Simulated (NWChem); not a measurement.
# SiH4O3 (SMILES O[SiH](O)O), step by step, part 2 of 2

NWChem 7.3.0. The steps go on from the part before.

**3. The doublet cation: a geometry optimisation at UHF/6-31G(d) (spherical functions) (run 2)**

File input.nw:

```
start input
memory total 2200 mb
charge 1
geometry noautosym
  O      0.057900     1.618800    -0.225000
  Si    -0.171600     0.082600     0.269200
  O      1.169300    -0.861100     0.196500
  O     -1.250800    -0.639700    -0.721300
  H      0.176800     1.769800    -1.164500
  H     -0.642800     0.209400     1.662000
  H      1.894900    -0.655000     0.786800
  H     -1.141700    -1.581700    -0.859700
end
basis spherical bse
  * library 6-31G*
end
scf
  nopen 1
  uhf
  thresh 1e-07
  maxiter 80
  print low
end
driver
  maxiter 60
end
freq
  temp 2 298.15 573.15
end
task scf optimize
task scf frequencies
```

Run with:

```console
$ nwchem input.nw > input.out
```

The log of the run:

```text
Northwest Computational Chemistry Package (NWChem) 7.3.0
             --------------------------------------------------------

           Job information
           ---------------

    nwchem branch   = 7.3.0
    use scalapack   = T
    input           = input.nw
    prefix          = input.
    data base       = ./input.db
    status          = startup
    nproc           =        1

           Memory information
           ------------------

    heap     =     72089596 doubles =      550.0 Mbytes
    stack    =     72089601 doubles =      550.0 Mbytes
    global   =    144179200 doubles =     1100.0 Mbytes (distinct from heap & stack)
    total    =    288358397 doubles =     2200.0 Mbytes
    verify   = yes
    hardfail = no

           Directory information
           ---------------------

  0 permanent = .
  0 scratch   = .

                                NWChem Input Module
                                -------------------

 Scaling coordinates for geometry "geometry" by  1.889725989
 (inverse scale =  0.529177249)

          ------
          auto-z
          ------
  no constraints, skipping    0.0000000000000000
  no constraints, skipping    0.0000000000000000

                             Geometry "geometry" -> ""
                             -------------------------

 Output coordinates in angstroms (scale by  1.889725989 to convert to a.u.)

  No.       Tag          Charge          X              Y              Z
 ---- ---------------- ---------- -------------- -------------- --------------
    1 O                    8.0000     0.11275714     1.57492143    -0.18202381
    2 Si                  14.0000    -0.11674286     0.03872143     0.31217619
    3 O                    8.0000     1.22415714    -0.90497857     0.23947619
[... 4 lines of this table left out ...]
    8 H                    1.0000    -1.08684286    -1.62557857    -0.81672381

      Atomic Mass
      -----------

      O                 15.994910
      Si                27.976930
      H                  1.007825

 Effective nuclear repulsion energy (a.u.)     189.2501360797

            Nuclear Dipole moment (a.u.)
            ----------------------------
        X                 Y               Z
 ---------------- ---------------- ----------------
    -0.0000000000     0.0000000000    -0.0000000000

                                Z-matrix (autoz)
                                --------

 Units are Angstrom for bonds and degrees for angles

      Type          Name      I     J     K     L     M      Value
      ----------- --------  ----- ----- ----- ----- ----- ----------
    1 Stretch                  1     2                       1.62997
    2 Stretch                  1     5                       0.95896
    3 Stretch                  2     3                       1.64130
    4 Stretch                  2     4                       1.63324
    5 Stretch                  2     6                       1.47580
    6 Stretch                  3     7                       0.95782
    7 Stretch                  4     8                       0.95834
    8 Bend                     1     2     3               114.42066
    9 Bend                     1     2     4               109.02413
   10 Bend                     1     2     6               104.48468
   11 Bend                     2     1     5               117.57470
   12 Bend                     2     3     7               117.89686
   13 Bend                     2     4     8               116.55562
   14 Bend                     3     2     4               104.99235
   15 Bend                     3     2     6               110.61277
   16 Bend                     4     2     6               113.53924
   17 Torsion                  1     2     3     7          66.87546
   18 Torsion                  1     2     4     8         148.47702
   19 Torsion                  3     2     1     5          72.28898
   20 Torsion                  3     2     4     8          25.44768
   21 Torsion                  4     2     1     5         -44.90984
   22 Torsion                  4     2     3     7        -173.63870
   23 Torsion                  5     1     2     6        -166.60447
   24 Torsion                  6     2     3     7         -50.78747
   25 Torsion                  6     2     4     8         -95.49632

            XYZ format geometry
            -------------------
     8
 geometry
 O                     0.11275714     1.57492143    -0.18202381
 Si                   -0.11674286     0.03872143     0.31217619
 O                     1.22415714    -0.90497857     0.23947619
[... 4 lines of this table left out ...]
 H                    -1.08684286    -1.62557857    -0.81672381

 ==============================================================================
                                internuclear distances
 ------------------------------------------------------------------------------
       center one      |      center two      | atomic units |  angstroms
 ------------------------------------------------------------------------------
    2 Si               |   1 O                |     3.08020  |     1.62997
    3 O                |   2 Si               |     3.10161  |     1.64130
[... 141 lines left out ...]
      Two electron energy =    375.006630499729
[... 72 lines left out ...]
         Total SCF energy =   -515.590900182832
[... 48 lines left out ...]
            Nuclear Dipole moment (a.u.)
[... 32 lines left out ...]
 Nuclear repulsion energy =    186.695264862459
[... 73 lines left out ...]
      Two electron energy =    372.296948926487
[... 74 lines left out ...]
         Total SCF energy =   -515.606305667487
[... 71 lines left out ...]
         Total SCF energy =   -515.607660534837
[... 48 lines left out ...]
            Nuclear Dipole moment (a.u.)
[... 54 lines left out ...]
@    3    -515.60776665 -1.5D-03  0.00645  0.00216  0.02682  0.06188    148.2
[... 49 lines left out ...]
 Nuclear repulsion energy =    184.728165676054
[... 75 lines left out ...]
         Total SCF energy =   -515.608100069150
[... 71 lines left out ...]
         Total SCF energy =   -515.608243279945
[... 48 lines left out ...]
            Nuclear Dipole moment (a.u.)
[... 32 lines left out ...]
 Nuclear repulsion energy =    184.593681289570
[... 71 lines left out ...]
 Nuclear repulsion energy =    184.598666630664
[... 75 lines left out ...]
         Total SCF energy =   -515.608583754006
[... 71 lines left out ...]
         Total SCF energy =   -515.608850294658
[... 48 lines left out ...]
            Nuclear Dipole moment (a.u.)
[... 32 lines left out ...]
 Nuclear repulsion energy =    184.432354020112
[... 72 lines left out ...]
      Two electron energy =    370.857544365230
[... 73 lines left out ...]
       Final UHF  results
[... 71 lines left out ...]
       Final UHF  results
[... 15 lines left out ...]
 new step= 1.49                   predicted energy=   -515.609569
[... 66 lines left out ...]
 Nuclear repulsion energy =    184.692281462685
[... 71 lines left out ...]
 Nuclear repulsion energy =    184.684228914831
[... 75 lines left out ...]
         Total SCF energy =   -515.609601707375
[... 71 lines left out ...]
         Total SCF energy =   -515.609613141734
[... 48 lines left out ...]
            Nuclear Dipole moment (a.u.)
[... 54 lines left out ...]
@   11    -515.60961350 -1.2D-05  0.00028  0.00011  0.00799  0.01811    373.4
[... 57 lines left out ...]
     step= 1.00 grad=-5.2D-06 hess= 1.4D-06 energy=   -515.609617 mode=downhill
[... 66 lines left out ...]
      Two electron energy =    371.025252952679
[... 68 lines left out ...]
      Two electron energy =    371.034370326434
[... 74 lines left out ...]
         Total SCF energy =   -515.609622367959
[... 68 lines left out ...]
         Total SCF energy =   -515.609624436763
[... 48 lines left out ...]
            Nuclear Dipole moment (a.u.)
[... 54 lines left out ...]
@   14    -515.60962793 -5.6D-06  0.00040  0.00016  0.00508  0.01205    451.0
[... 46 lines left out ...]
 Nuclear repulsion energy =    184.804709566095
[... 74 lines left out ...]
      One electron energy =  -1071.812585030693
[... 71 lines left out ...]
      One electron energy =  -1071.876500744725
[... 72 lines left out ...]
       Final UHF  results
[... 71 lines left out ...]
  ga_iter_lsolve: convergence stagnant ... aborting solve
[... 16 lines left out ...]
     step= 1.00 grad=-3.7D-05 hess= 6.0D-06 energy=   -515.609715 mode=downhill
[... 67 lines left out ...]
      One electron energy =  -1071.607700247479
[... 73 lines left out ...]
      One electron energy =  -1071.546502104224
[... 72 lines left out ...]
  ga_iter_lsolve: convergence stagnant ... aborting solve
[... 31 lines left out ...]
@   18    -515.60976933 -2.8D-05  0.00061  0.00023  0.04008  0.12248    579.9
[... 57 lines left out ...]
     step= 1.00 grad=-1.5D-05 hess= 3.3D-06 energy=   -515.609781 mode=downhill
[... 67 lines left out ...]
      One electron energy =  -1071.545654722665
[... 72 lines left out ...]
      One electron energy =  -1071.533450339009
[... 72 lines left out ...]
       Final UHF  results
[... 72 lines left out ...]
       Final UHF  results
[... 15 lines left out ...]
 new step= 4.00                   predicted energy=   -515.609870
[... 66 lines left out ...]
 Nuclear repulsion energy =    184.778074267982
[... 15 lines left out ...]
   2 Si     -0.055664   0.360625   0.946251    0.002563  -0.001773  -0.001426
   3 O       2.184750  -1.608631   0.590317   -0.000688   0.000119   0.002102
[... 4 lines of this table left out ...]
   8 H      -1.837729  -3.031650  -1.989739   -0.000305  -0.000104  -0.000156

  no constraints, skipping    0.0000000000000000

  ---- ---------------- -------- -------- -------- -------- -------- --------
@   21    -515.60986973 -6.9D-05  0.00153  0.00055  0.01699  0.04218    672.5

                                Z-matrix (autoz)
                                --------

 Units are Angstrom for bonds and degrees for angles

      Type          Name      I     J     K     L     M      Value     Gradient
      ----------- --------  ----- ----- ----- ----- ----- ---------- ----------
    1 Stretch                  1     2                       1.58105    0.00153
    2 Stretch                  1     5                       0.95066    0.00006
    3 Stretch                  2     3                       1.58966   -0.00135
[... 21 lines of this table left out ...]
   25 Torsion                  6     2     4     8        -139.03861   -0.00009

 Restricting large step in mode    1 eval= 8.1D-05 step=-8.7D-01 new=-3.0D-01
  no constraints, skipping    0.0000000000000000
  no constraints, skipping    0.0000000000000000
  no constraints, skipping    0.0000000000000000
  no constraints, skipping    0.0000000000000000
  no constraints, skipping    0.0000000000000000
  no constraints, skipping    0.0000000000000000
  no constraints, skipping    0.0000000000000000
  no constraints, skipping    0.0000000000000000
                                 NWChem SCF Module
                                 -----------------

  ao basis        = "ao basis"
  functions       =    68
  atoms           =     8
  alpha electrons =    21
  beta  electrons =    20
  charge          =   1.00
  wavefunction    = UHF
  input vectors   = ./input.movecs
  output vectors  = ./input.movecs
  use symmetry    = F
  symmetry adapt  = F

 Forming initial guess at     672.6s

 Starting SCF solution at     672.6s

       Final UHF  results
       ------------------

         Total SCF energy =   -515.609977280649
      One electron energy =  -1071.749442943767
      Two electron energy =    371.252998469670
 Nuclear repulsion energy =    184.886467193448

                       Sz =      0.5000
                 Sz(Sz+1) =      0.7500
                      S^2 =      0.7569

        Time for solution =     16.2s

 Line search:
     step= 1.00 grad=-1.2D-04 hess= 1.5D-05 energy=   -515.609977 mode=restrict
 new step= 4.00                   predicted energy=   -515.610123
  no constraints, skipping    0.0000000000000000
  no constraints, skipping    0.0000000000000000
  no constraints, skipping    0.0000000000000000
  no constraints, skipping    0.0000000000000000
  no constraints, skipping    0.0000000000000000
  no constraints, skipping    0.0000000000000000
  no constraints, skipping    0.0000000000000000
  no constraints, skipping    0.0000000000000000

          --------
          Step  22
          --------

                         Geometry "geometry" -> "geometry"
                         ---------------------------------

 Output coordinates in angstroms (scale by  1.889725989 to convert to a.u.)

  No.       Tag          Charge          X              Y              Z
 ---- ---------------- ---------- -------------- -------------- --------------
    1 O                    8.0000    -0.14806189     1.51617580    -0.37741123
    2 Si                  14.0000    -0.00864785     0.20521543     0.49556852
    3 O                    8.0000     1.20977769    -0.78444328     0.27166032
[... 4 lines of this table left out ...]
    8 H                    1.0000    -0.98574367    -1.52766149    -1.13939212

      Atomic Mass
      -----------

      O                 15.994910
      Si                27.976930
      H                  1.007825

 Effective nuclear repulsion energy (a.u.)     185.2302347244

            Nuclear Dipole moment (a.u.)
            ----------------------------
        X                 Y               Z
 ---------------- ---------------- ----------------
    -1.8158814823     1.5879969047     5.7932782145

                                 NWChem SCF Module
                                 -----------------

  ao basis        = "ao basis"
  functions       =    68
  atoms           =     8
  alpha electrons =    21
  beta  electrons =    20
  charge          =   1.00
  wavefunction    = UHF
  input vectors   = ./input.movecs
  output vectors  = ./input.movecs
  use symmetry    = F
  symmetry adapt  = F

 Forming initial guess at     688.8s

 Starting SCF solution at     688.8s

       Final UHF  results
       ------------------

         Total SCF energy =   -515.610077412070
      One electron energy =  -1072.451817734544
      Two electron energy =    371.611505598027
 Nuclear repulsion energy =    185.230234724447

                       Sz =      0.5000
                 Sz(Sz+1) =      0.7500
                      S^2 =      0.7569

        Time for solution =     16.9s

                              NWChem Gradients Module
                              -----------------------

                         UHF ENERGY GRADIENTS

    atom               coordinates                        gradient
                 x          y          z           x          y          z
   1 O      -0.279796   2.865157  -0.713204   -0.001770   0.001441   0.001324
   2 Si     -0.016342   0.387801   0.936489    0.003867  -0.001269  -0.006955
   3 O       2.286148  -1.482383   0.513364   -0.003335   0.000981   0.002212
[... 4 lines of this table left out ...]
   8 H      -1.862785  -2.886862  -2.153139   -0.001637  -0.000819   0.000291

  no constraints, skipping    0.0000000000000000

  ---- ---------------- -------- -------- -------- -------- -------- --------
@   22    -515.61007741 -2.1D-04  0.00492  0.00137  0.10759  0.24933    707.5

                                Z-matrix (autoz)
                                --------

 Units are Angstrom for bonds and degrees for angles

      Type          Name      I     J     K     L     M      Value     Gradient
      ----------- --------  ----- ----- ----- ----- ----- ---------- ----------
    1 Stretch                  1     2                       1.58119   -0.00011
    2 Stretch                  1     5                       0.95112   -0.00019
    3 Stretch                  2     3                       1.58560   -0.00208
[... 21 lines of this table left out ...]
   25 Torsion                  6     2     4     8        -151.39179    0.00002

 Restricting large step in mode    1 eval= 5.0D-05 step=-1.7D+00 new=-3.0D-01
  no constraints, skipping    0.0000000000000000
  no constraints, skipping    0.0000000000000000
  no constraints, skipping    0.0000000000000000
  no constraints, skipping    0.0000000000000000
  no constraints, skipping    0.0000000000000000
  no constraints, skipping    0.0000000000000000
  no constraints, skipping    0.0000000000000000
  no constraints, skipping    0.0000000000000000
                                 NWChem SCF Module
                                 -----------------

  ao basis        = "ao basis"
  functions       =    68
  atoms           =     8
  alpha electrons =    21
  beta  electrons =    20
  charge          =   1.00
  wavefunction    = UHF
  input vectors   = ./input.movecs
  output vectors  = ./input.movecs
  use symmetry    = F
  symmetry adapt  = F

 Forming initial guess at     707.5s

 Starting SCF solution at     707.5s
```

Wall time 12 min (1 thread of Intel Xeon at 2.60GHz (Ice Lake), shared host).

The run was cut off at its time limit.

**4. What came out**

The summary covers parts 1 to 2.

```
                                                                   quantity                value
                                  run 1, HF/6-31G*: total energy at the end        -515.96474 Eh
                               run 1, HF/6-31G*: lowest harmonic wavenumber             165 cm⁻¹
                              run 1, HF/6-31G*: highest harmonic wavenumber            4128 cm⁻¹
                                        run 1, HF/6-31G*: zero-point energy         144.5 kJ/mol
run 1, HF/6-31G*: ideal-gas entropy at 298.15 K (symmetry number 1 as used)     74.1 cal/(mol K)
                                                             doublet cation  no result (timeout)
```

In words: All 18 modes (run 1, HF/6-31G*) are real, so the shape is a minimum at this level. The optimisation (run 1, HF/6-31G*) took 14 steps and changed the energy by -0.016 eV. 1 of the 2 runs did not end normally.
